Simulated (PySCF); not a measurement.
# Pt(2+): excitation energy in aug-cc-pVTZ-PP plus 1 even-tempered diffuse shell per l with ECP60

Aim: the excitation energy of platinum from differences of total energies, at each level of theory, and how far each lands from the tabulated value where there is one.

Program: PySCF 2.14.0. Level of theory: unrestricted determinants in a Gaussian basis, no spin-orbit coupling in the energies. These are calculated values, not measurements, unless marked.

### 1 The atom as given

| Quantity | Value |
| --- | --- |
| Element | platinum (Z = 78) |
| Basis | aug-cc-pVTZ-PP with one added diffuse shell each of s, p, d, f, g type with ECP60MDF (7s7p6d4f3g, 113 functions) |
| Hamiltonian | scalar relativity through the core potential |
| State 1 | Pt(2+): [Xe] 4f14 5d7 6s1, 6s spin antiparallel (an excited configuration) |
| Needed too, but not shown | Pt(2+) [Xe] 4f14 5d8 (3F) |
| Methods | UHF, LDA, PBE, PBE0, r2SCAN, PBEsol, M06, TPSSh, MP2 |
| Core shells frozen in the correlated runs | valence: 5s2 5p6 (for Pt(2+)) |

The runs were made by one driver on top of PySCF. The scripts below sum up each run's settings (the driver also hands on starting orbitals that pick excited configurations, and frozen orbitals as a list rather than a count), and the logs come from the driver's own runs. The driver starts from symmetry-adapted Hartree-Fock orbitals, holds the occupation by maximum overlap and uses a logarithmic radial grid for functionals, so a plain start would take other cycles.

The integrals over 113 functions and the set-up took 2.5 s of CPU time.

### 2 Pt(2+) [Xe] 4f14 5d7 6s1, s spin flipped

**UHF**

File input.py:

```python
from pyscf import gto, scf, dft, mp, cc
import basis_set_exchange as bse
txt = bse.get_basis("aug-cc-pVTZ-PP", elements=["Pt"], fmt="nwchem", header=False, augment_diffuse=1)
cut = txt.index("\nECP")
mol = gto.M(atom="Pt 0 0 0", charge=2, spin=2, symmetry="D2h",
            basis=gto.basis.parse(txt[:cut]),
            ecp={"Pt": gto.basis.parse_ecp(txt[cut:])})
mf = scf.UHF(mol)
mf.irrep_nelec = {'Ag': (3, 3), 'B1g': (1, 1), 'B2g': (1, 0), 'B3g': (1, 0), 'B1u': (1, 1), 'B2u': (1, 1), 'B3u': (1, 1)}
mf.kernel()
```

**LDA**

input.py differs from the last one in:

```diff
@@ -7,3 +7,3 @@
             ecp={"Pt": gto.basis.parse_ecp(txt[cut:])})
-mf = scf.UHF(mol)
+mf = dft.UKS(mol, xc="LDA,VWN")
 mf.irrep_nelec = {'Ag': (3, 3), 'B1g': (1, 1), 'B2g': (1, 0), 'B3g': (1, 0), 'B1u': (1, 1), 'B2u': (1, 1), 'B3u': (1, 1)}
```

**PBE**

input.py differs from the last one in:

```diff
@@ -7,3 +7,3 @@
             ecp={"Pt": gto.basis.parse_ecp(txt[cut:])})
-mf = dft.UKS(mol, xc="LDA,VWN")
+mf = dft.UKS(mol, xc="PBE")
 mf.irrep_nelec = {'Ag': (3, 3), 'B1g': (1, 1), 'B2g': (1, 0), 'B3g': (1, 0), 'B1u': (1, 1), 'B2u': (1, 1), 'B3u': (1, 1)}
```

**PBE0**

input.py differs from the last one in:

```diff
@@ -7,3 +7,3 @@
             ecp={"Pt": gto.basis.parse_ecp(txt[cut:])})
-mf = dft.UKS(mol, xc="PBE")
+mf = dft.UKS(mol, xc="PBE0")
 mf.irrep_nelec = {'Ag': (3, 3), 'B1g': (1, 1), 'B2g': (1, 0), 'B3g': (1, 0), 'B1u': (1, 1), 'B2u': (1, 1), 'B3u': (1, 1)}
```

**r2SCAN**

input.py differs from the last one in:

```diff
@@ -7,3 +7,3 @@
             ecp={"Pt": gto.basis.parse_ecp(txt[cut:])})
-mf = dft.UKS(mol, xc="PBE0")
+mf = dft.UKS(mol, xc="R2SCAN")
 mf.irrep_nelec = {'Ag': (3, 3), 'B1g': (1, 1), 'B2g': (1, 0), 'B3g': (1, 0), 'B1u': (1, 1), 'B2u': (1, 1), 'B3u': (1, 1)}
```

**PBEsol**

input.py differs from the last one in:

```diff
@@ -7,3 +7,3 @@
             ecp={"Pt": gto.basis.parse_ecp(txt[cut:])})
-mf = dft.UKS(mol, xc="R2SCAN")
+mf = dft.UKS(mol, xc="PBEsol")
 mf.irrep_nelec = {'Ag': (3, 3), 'B1g': (1, 1), 'B2g': (1, 0), 'B3g': (1, 0), 'B1u': (1, 1), 'B2u': (1, 1), 'B3u': (1, 1)}
```

**M06**

input.py differs from the last one in:

```diff
@@ -7,3 +7,3 @@
             ecp={"Pt": gto.basis.parse_ecp(txt[cut:])})
-mf = dft.UKS(mol, xc="PBEsol")
+mf = dft.UKS(mol, xc="M06")
 mf.irrep_nelec = {'Ag': (3, 3), 'B1g': (1, 1), 'B2g': (1, 0), 'B3g': (1, 0), 'B1u': (1, 1), 'B2u': (1, 1), 'B3u': (1, 1)}
```

**TPSSh**

input.py differs from the last one in:

```diff
@@ -7,3 +7,3 @@
             ecp={"Pt": gto.basis.parse_ecp(txt[cut:])})
-mf = dft.UKS(mol, xc="M06")
+mf = dft.UKS(mol, xc="TPSSH")
 mf.irrep_nelec = {'Ag': (3, 3), 'B1g': (1, 1), 'B2g': (1, 0), 'B3g': (1, 0), 'B1u': (1, 1), 'B2u': (1, 1), 'B3u': (1, 1)}
```

**MP2 (valence)**

input.py differs from the last one in:

```diff
@@ -7,4 +7,5 @@
             ecp={"Pt": gto.basis.parse_ecp(txt[cut:])})
-mf = dft.UKS(mol, xc="TPSSH")
+mf = scf.UHF(mol)
 mf.irrep_nelec = {'Ag': (3, 3), 'B1g': (1, 1), 'B2g': (1, 0), 'B3g': (1, 0), 'B1u': (1, 1), 'B2u': (1, 1), 'B3u': (1, 1)}
 mf.kernel()
+mp.UMP2(mf, frozen=4).kernel()
```

Before running it: what results should come out?

The runs gave:

```
                                                     quantity                              value
excitation energy, Pt(2+) → [Xe] 4f14 5d7 6s1, s spin flipped  UHF 3.954, MP2 (valence) 4.204 eV
```

**Reading.** The methods span 0.456 eV, from LDA (3.748) to MP2 (valence) (4.204). No reference value is at hand in this session. All values hold for this basis alone; no basis-set limit was taken.
